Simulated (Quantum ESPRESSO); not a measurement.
SnN2F2:

```
CELL_PARAMETERS angstrom
4.39704 -2.64701 0.00000
4.39704 2.64701 0.00000
-1.25295 0.00000 3.52112
ATOMIC_POSITIONS crystal
Sn 0.00000 0.00000 0.00000
F 0.17236 0.17236 0.63653
F 0.82764 0.82764 0.36347
N 0.46199 0.46199 0.09393
N 0.53801 0.53801 0.90607
```

The cell comes from a database or a generator and needn't be the stable form of this composition.

```yaml
Program: Quantum ESPRESSO 7.5
Task: single point
Functional: PBE
Potentials_or_basis: SSSP 1.3 efficiency PBE
Cutoff: 816 eV
Density_cutoff: 6531 eV
k_mesh: 6 × 6 × 8
Occupations: fermi-dirac, width 0.05 eV
Spin: no spin polarisation
```

On this cell: pressure 5.5 GPa; largest force 1.245 eV/Å; band gap on the k mesh 0.96 eV, direct.

The same run follows on a disturbed copy (atoms moved at random, drawn with an rms of 0.05 Å):

```
Sn F N
1.0
     4.39704   -2.64701    0.00000
     4.39704    2.64701    0.00000
    -1.25295    0.00000    3.52112
Sn F N
1 2 2
Direct
  0.00768 0.00077 0.01059
  0.16817 0.16141 0.62634
  0.81931 0.83690 0.37103
  0.46232 0.46322 0.08711
  0.52860 0.54180 0.90842
```

Problem. What does the disturbed cell give?

Solution. The energy moves by +31.4 meV/atom; pressure 12.3 GPa; largest force 7.274 eV/Å; band gap on the k mesh 1.32 eV, direct.

Forces in eV/Å, atoms in the order of the input:
```
Sn  -0.295  0.326 -0.047
F    0.196  0.019  0.149
F    0.154 -0.049 -0.052
N   -5.822 -0.415  4.341
N    5.767  0.120 -4.391
```

Stress tensor (GPa, compression positive):
```
11.93  0.60 -6.81
 0.60 16.90 -0.39
-6.81 -0.39  7.98
```

Caveats: spin-orbit coupling is left out, which moves the levels of the heavy elements; forces of over 1 eV/Å show positions far from the minimum, so gaps and moduli don't describe the material at rest (some runs).

A k mesh can miss the band edges.
